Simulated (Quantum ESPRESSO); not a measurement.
# GaF (Pm-3m) in Quantum ESPRESSO: notebook

Runs on GaF. Level: PBE. Tasks: phonons.

All numbers are computed with Quantum ESPRESSO 7.5; they aren't measurements. Logs are shortened: lines on timing, memory, paths and dates and some standing lists are left out, and cuts for length are marked.

### Step 1. Starting point

The structure is cubic, space group Pm-3m (No. 221). Conventional cell: a = 3.166 Å, b = 3.166 Å, c = 3.166 Å, α = 90.00°, β = 90.00°, γ = 90.00°. Around Ga (site symmetry m-3m) lie 8 F at 2.74 Å. F (site symmetry m-3m) is surrounded by 8 Ga at 2.74 Å.

The cell was built by a generator and needn't be a form met in nature.

### Step 2. Phonons, PBE, target pressure 20 GPa, at which the enthalpy is minimised

pw.in

```
&CONTROL
  calculation = 'scf'
  prefix = 'pwscf'
  outdir = './tmp'
  pseudo_dir = './pseudo'
  tprnfor = .true.
  tstress = .true.
  disk_io = 'low'
/
&SYSTEM
  ibrav = 0
  nat = 2
  ntyp = 2
  ecutwfc = 56
  ecutrho = 448
  nbnd = 20
  occupations = 'smearing'
  smearing = 'fd'
  degauss = 0.00367493
/
&ELECTRONS
  conv_thr = 4d-10
  electron_maxstep = 120
  mixing_beta = 0.5
/
ATOMIC_SPECIES
Ga    69.7230 ga_pbe_v1.4.uspp.F.UPF
F     18.9984 f_pbe_v1.4.uspp.F.UPF
CELL_PARAMETERS angstrom
   3.1659200000    0.0000000000    0.0000000000
   0.0000000000    3.1659200000    0.0000000000
   0.0000000000    0.0000000000    3.1659200000
ATOMIC_POSITIONS angstrom
Ga     0.0000000000    0.0000000000    0.0000000000
F      1.5829600000    1.5829600000    1.5829600000
K_POINTS automatic
6 6 6 1 1 1
```

relax.in

```
&CONTROL
  calculation = 'vc-relax'
  prefix = 'pwscf'
  outdir = './tmp'
  pseudo_dir = './pseudo'
  tprnfor = .true.
  tstress = .true.
  disk_io = 'low'
  nstep = 40
  forc_conv_thr = 0.0001
  etot_conv_thr = 1d-06
/
&SYSTEM
  ibrav = 0
  nat = 2
  ntyp = 2
  ecutwfc = 56
  ecutrho = 448
  nbnd = 20
  occupations = 'smearing'
  smearing = 'fd'
  degauss = 0.00367493
/
&ELECTRONS
  conv_thr = 4d-10
  electron_maxstep = 120
  mixing_beta = 0.5
/
&IONS
  ion_dynamics = 'bfgs'
/
&CELL
  cell_dynamics = 'bfgs'
  press = 200
  press_conv_thr = 0.2
/
ATOMIC_SPECIES
Ga    69.7230 ga_pbe_v1.4.uspp.F.UPF
F     18.9984 f_pbe_v1.4.uspp.F.UPF
CELL_PARAMETERS angstrom
   3.1659200000    0.0000000000    0.0000000000
   0.0000000000    3.1659200000    0.0000000000
   0.0000000000    0.0000000000    3.1659200000
ATOMIC_POSITIONS angstrom
Ga     0.0000000000    0.0000000000    0.0000000000
F      1.5829600000    1.5829600000    1.5829600000
K_POINTS automatic
6 6 6 1 1 1
```

scf2.in

```
&CONTROL
  calculation = 'scf'
  prefix = 'pwscf'
  outdir = './tmp'
  pseudo_dir = './pseudo'
  tprnfor = .true.
  tstress = .true.
  disk_io = 'low'
/
&SYSTEM
  ibrav = 0
  nat = 2
  ntyp = 2
  ecutwfc = 56
  ecutrho = 448
  nbnd = 20
  occupations = 'fixed'
/
&ELECTRONS
  conv_thr = 1d-13
  electron_maxstep = 120
  mixing_beta = 0.5
  startingpot = 'file'
  startingwfc = 'file'
/
ATOMIC_SPECIES
Ga    69.7230 ga_pbe_v1.4.uspp.F.UPF
F     18.9984 f_pbe_v1.4.uspp.F.UPF
CELL_PARAMETERS angstrom
   2.9103744736    0.0000000000    0.0000000000
   0.0000000000    2.9103744736    0.0000000000
   0.0000000000    0.0000000000    2.9103744736
ATOMIC_POSITIONS angstrom
Ga     0.0000000000    0.0000000000    0.0000000000
F      1.4551872368    1.4551872368    1.4551872368
K_POINTS automatic
6 6 6 1 1 1
```

ph.in

```
phonons of GaF
&INPUTPH
  prefix = 'pwscf'
  outdir = './tmp'
  tr2_ph = 1d-18
  fildyn = 'dyn'
  niter_ph = 90
  alpha_mix(1) = 0.7
  epsil = .true.
/
0.0000000000 0.0000000000 0.0000000000
```

dynmat.in

```
&INPUT
  fildyn = 'dyn'
  asr = 'crystal'
  lperm = .true.
  filout = 'dynmat.disp'
  fileig = 'dynmat.eig'
/
```

dynmat_lo.in

```
&INPUT
  fildyn = 'dyn'
  asr = 'crystal'
  filout = 'dynmat_lo.disp'
  fileig = 'dynmat_lo.eig'
  q(1) = 0
  q(2) = 0
  q(3) = 1
/
```

Potentials or basis: GBRV 1.5 PBE.

Run with:

```
$ OMP_NUM_THREADS=1 pw.x -in pw.in > pw.out
$ OMP_NUM_THREADS=1 pw.x -in relax.in > relax.out
$ OMP_NUM_THREADS=1 pw.x -in scf2.in > scf2.out
$ OMP_NUM_THREADS=1 ph.x -in ph.in > ph.out
$ OMP_NUM_THREADS=1 dynmat.x -in dynmat.in > dynmat.out
$ OMP_NUM_THREADS=1 dynmat.x -in dynmat_lo.in > dynmat_lo.out
```

pw.out:

```text
This program is part of the open-source Quantum ESPRESSO suite
     for quantum simulation of materials; please cite
[... 9 lines left out ...]
     --------------------
     sticks:   dense  smooth     PW     G-vecs:    dense   smooth      PW
     Sum        1281     641    193                34457    12149    2007

     Using Slab Decomposition

     bravais-lattice index     =            0
     lattice parameter (alat)  =       5.9827  a.u.
     unit-cell volume          =     214.1393 (a.u.)^3
     number of atoms/cell      =            2
     number of atomic types    =            2
     number of electrons       =        26.00
     number of Kohn-Sham states=           20
     kinetic-energy cutoff     =      56.0000  Ry
     charge density cutoff     =     448.0000  Ry
     scf convergence threshold =      4.0E-10
     mixing beta               =       0.5000
     number of iterations used =            8  plain     mixing
     Exchange-correlation=  SLA  PW   PBX  PBC
                           (   1   4   3   4   0   0   0)

     celldm(1)=   5.982722  celldm(2)=   0.000000  celldm(3)=   0.000000
     celldm(4)=   0.000000  celldm(5)=   0.000000  celldm(6)=   0.000000

     crystal axes: (cart. coord. in units of alat)
               a(1) = (   1.000000   0.000000   0.000000 )
               a(2) = (   0.000000   1.000000   0.000000 )
               a(3) = (   0.000000   0.000000   1.000000 )

     reciprocal axes: (cart. coord. in units 2 pi/alat)
               b(1) = (  1.000000  0.000000  0.000000 )
               b(2) = (  0.000000  1.000000  0.000000 )
               b(3) = (  0.000000  0.000000  1.000000 )

     PseudoPot. # 1 for Ga read from file:
     ga_pbe_v1.4.uspp.F.UPF
     Pseudo is Ultrasoft + core correction, Zval = 19.0
     Generated by new atomic code, or converted to UPF format
     Using radial grid of  871 points,  6 beta functions with:
                l(1) =   0
                l(2) =   0
                l(3) =   1
                l(4) =   1
                l(5) =   2
                l(6) =   2
     Q(r) pseudized with  8 coefficients,  rinner =    1.250   1.250   1.250
                                                       1.250   1.250

     PseudoPot. # 2 for F  read from file:
     f_pbe_v1.4.uspp.F.UPF
     Pseudo is Ultrasoft, Zval =  7.0
     Generated by new atomic code, or converted to UPF format
     Using radial grid of  799 points,  4 beta functions with:
                l(1) =   0
                l(2) =   0
                l(3) =   1
                l(4) =   1
     Q(r) pseudized with  8 coefficients,  rinner =    0.950   0.950   0.950

     atomic species   valence    mass     pseudopotential
     Ga               19.00    69.72300     Ga( 1.00)
     F                 7.00    18.99840     F ( 1.00)

     48 Sym. Ops., with inversion, found

   Cartesian axes

     site n.     atom                  positions (alat units)
         1        Ga     tau(   1) = (   0.0000000   0.0000000   0.0000000  )
         2        F      tau(   2) = (   0.5000000   0.5000000   0.5000000  )

     number of k points=    10  Fermi-Dirac smearing, width (Ry)=  0.0037
                       cart. coord. in units 2pi/alat
        k(    1) = (   0.0833333   0.0833333   0.0833333), wk =   0.0740741
        k(    2) = (   0.0833333   0.0833333   0.2500000), wk =   0.2222222
        k(    3) = (   0.0833333   0.0833333   0.4166667), wk =   0.2222222
        k(    4) = (   0.0833333   0.2500000   0.2500000), wk =   0.2222222
        k(    5) = (   0.0833333   0.2500000   0.4166667), wk =   0.4444444
        k(    6) = (   0.0833333   0.4166667   0.4166667), wk =   0.2222222
        k(    7) = (   0.2500000   0.2500000   0.2500000), wk =   0.0740741
        k(    8) = (   0.2500000   0.2500000   0.4166667), wk =   0.2222222
        k(    9) = (   0.2500000   0.4166667   0.4166667), wk =   0.2222222
        k(   10) = (   0.4166667   0.4166667   0.4166667), wk =   0.0740741

     Dense  grid:    34457 G-vectors     FFT dimensions: (  45,  45,  45)

     Smooth grid:    12149 G-vectors     FFT dimensions: (  30,  30,  30)

     Check: negative core charge=   -0.000001

     Initial potential from superposition of free atoms

     starting charge      25.0000, renormalised to      26.0000
     Starting wfcs are   16 randomized atomic wfcs +    4 random wfcs

     Self-consistent Calculation

     iteration #  1     ecut=    56.00 Ry     beta= 0.50
     Davidson diagonalization with overlap
     ethr =  1.00E-02,  avg # of iterations =  5.2

     total energy              =    -462.49570251 Ry
     estimated scf accuracy    <       3.46144849 Ry

     iteration #  2     ecut=    56.00 Ry     beta= 0.50
     Davidson diagonalization with overlap
     ethr =  1.00E-02,  avg # of iterations =  2.0

     total energy              =    -463.85977987 Ry
     estimated scf accuracy    <       0.85866899 Ry

     iteration #  3     ecut=    56.00 Ry     beta= 0.50
     Davidson diagonalization with overlap
     ethr =  3.30E-03,  avg # of iterations =  2.0
[... 36 lines left out ...]
     total energy              =    -464.00239142 Ry
     estimated scf accuracy    <       0.00000004 Ry

     iteration #  9     ecut=    56.00 Ry     beta= 0.50
     Davidson diagonalization with overlap
     ethr =  1.45E-10,  avg # of iterations =  2.3

     total energy              =    -464.00239146 Ry
     estimated scf accuracy    <       0.00000002 Ry

     iteration # 10     ecut=    56.00 Ry     beta= 0.50
     Davidson diagonalization with overlap
     ethr =  8.85E-11,  avg # of iterations =  1.9

     End of self-consistent calculation

          k = 0.0833 0.0833 0.0833 (  1494 PWs)   bands (ev):

   -87.2125 -87.2125 -87.2125 -15.5380  -7.6321  -7.6321  -7.4856  -7.4849
    -7.4849   0.4868   3.1545   3.1545   3.6935  13.7425  13.7425  14.2497
    18.2438  18.2438  24.3970  26.4334

          k = 0.0833 0.0833 0.2500 (  1507 PWs)   bands (ev):

   -87.2128 -87.2125 -87.2125 -15.4770  -7.6280  -7.5803  -7.5063  -7.5038
    -7.4831   0.2907   3.0691   3.2849   4.3842  10.6269  13.9079  14.4620
    18.7755  21.2923  23.4288  24.3049

          k = 0.0833 0.0833 0.4167 (  1513 PWs)   bands (ev):

   -87.2130 -87.2125 -87.2125 -15.4149  -7.6239  -7.5300  -7.5275  -7.5218
    -7.4811   0.0532   3.2263   3.4194   5.4191   8.0181  14.0818  14.8410
    19.7975  21.2989  22.8395  23.4806
[... 31 lines left out ...]
          k = 0.2500 0.4167 0.4167 (  1516 PWs)   bands (ev):

   -87.2130 -87.2130 -87.2127 -15.2789  -7.5646  -7.5492  -7.5427  -7.5128
    -7.4534   1.9099   2.2829   3.0582   5.0719   9.7318   9.7997  12.6890
    17.5734  19.9728  20.0148  28.1826

          k = 0.4167 0.4167 0.4167 (  1523 PWs)   bands (ev):

   -87.2130 -87.2130 -87.2130 -15.2338  -7.5793  -7.5793  -7.5705  -7.4519
    -7.4519   2.4282   2.6568   2.6568   5.8166   9.3340   9.3340  10.4000
    18.4889  18.7890  18.7890  27.8476

     the Fermi energy is     6.8585 ev

!    total energy              =    -464.00239146 Ry
     estimated scf accuracy    <          8.9E-12 Ry
     smearing contrib. (-TS)   =      -0.00000000 Ry
     internal energy E=F+TS    =    -464.00239146 Ry

     The total energy is F=E-TS. E is the sum of the following terms:
     one-electron contribution =    -373.38049737 Ry
     hartree contribution      =     197.21017383 Ry
     xc contribution           =     -57.73496559 Ry
     ewald contribution        =    -230.09710232 Ry

     convergence has been achieved in  10 iterations

     Forces acting on atoms (cartesian axes, Ry/au):

     atom    1 type  1   force =     0.00000000    0.00000000    0.00000000
     atom    2 type  2   force =     0.00000000    0.00000000    0.00000000

     Total force =     0.000000     Total SCF correction =     0.000000

     Computing stress (Cartesian axis) and pressure

          total   stress  (Ry/bohr**3)                   (kbar)     P=       -2.16
  -0.00001468   0.00000000   0.00000000           -2.16        0.00        0.00
   0.00000000  -0.00001468   0.00000000            0.00       -2.16        0.00
   0.00000000   0.00000000  -0.00001468            0.00        0.00       -2.16

=------------------------------------------------------------------------------=
   JOB DONE.
=------------------------------------------------------------------------------=
```

It took 2.1 min on 1 thread of Intel Xeon Platinum 8488C (Sapphire Rapids), shared host; peak memory 0.17 GiB.

Results:

* Free energy: -6312.7254 eV
* Relaxed volume: 12.33 Å³/atom
* Relaxed cell: a = 2.910 Å, b = 2.910 Å, c = 2.910 Å, α = 90.00°, β = 90.00°, γ = 90.00°
* Space group after relaxing (to 0.05 Å): Pm-3m (No. 221)
* Pressure after relaxing: 20.3 GPa
* Electronic dielectric tensor (diagonal): 8.19
* Born charges (mean of the diagonal): Ga +2.88; F -2.69 e
* Highest phonon frequency at Γ, LO-TO splitting left out: 1 cm⁻¹
* Most unstable mode: 66i cm⁻¹

Step by step:
```csv
step,energy change (eV),largest force (eV/Å),pressure (GPa),volume (Å³)
1,0.0000,0.0000,-0.22,31.73
2,0.0485,0.0000,5.68,28.57
3,0.3953,0.0000,22.25,24.24
4,0.3289,0.0000,19.50,24.75
5,0.3406,0.0000,19.99,24.65
6,0.3408,0.0000,20.00,24.65
```

Final structure:
```xyz
2
Lattice="2.9104 0.0000 0.0000 0.0000 2.9104 0.0000 0.0000 0.0000 2.9104" Properties=species:S:1:pos:R:3 pbc="T T T"
Ga    0.0000    0.0000    0.0000
F     1.4552    1.4552    1.4552
```

Phonon frequencies in cm⁻¹ (negative: imaginary):
```
              q point        frequencies
(0.000, 0.000, 0.000)  -66 -66 -66 1 1 1
```

Electronic dielectric tensor:
```
8.19 0.00 0.00
0.00 8.19 0.00
0.00 0.00 8.19
```

Born effective charge tensors (e):
atom 1, Ga
```
2.88 0.00 0.00
0.00 2.88 0.00
0.00 0.00 2.88
```
atom 2, F
```
-2.69  0.00  0.00
 0.00 -2.69  0.00
 0.00  0.00 -2.69
```

Optical modes at Γ, degenerate ones joined, polar ones without the macroscopic field:
```
cm⁻¹  components  symmetry  active in  IR intensity, summed ((D/Å)²/amu)
 66i           3       T1u         IR                              35.99
```

Zone-centre frequencies without and with the macroscopic field along z (cm⁻¹):
```
                optical modes in rising order
       without                    66i 66i 66i
with the field                    66i 66i 350
```

Caveat: the mesh is thin for the dielectric tensor, Born charges and intensities, which usually come out too large; some modes are imaginary; the volume moved by over 15 % at a fixed basis, so the end points are rough; the cell is more than 3 GPa from zero pressure, which shifts response properties; the Born charges break their sum rule by 0.19 e, a sign of too thin a mesh.

[end of part 1 of 2]
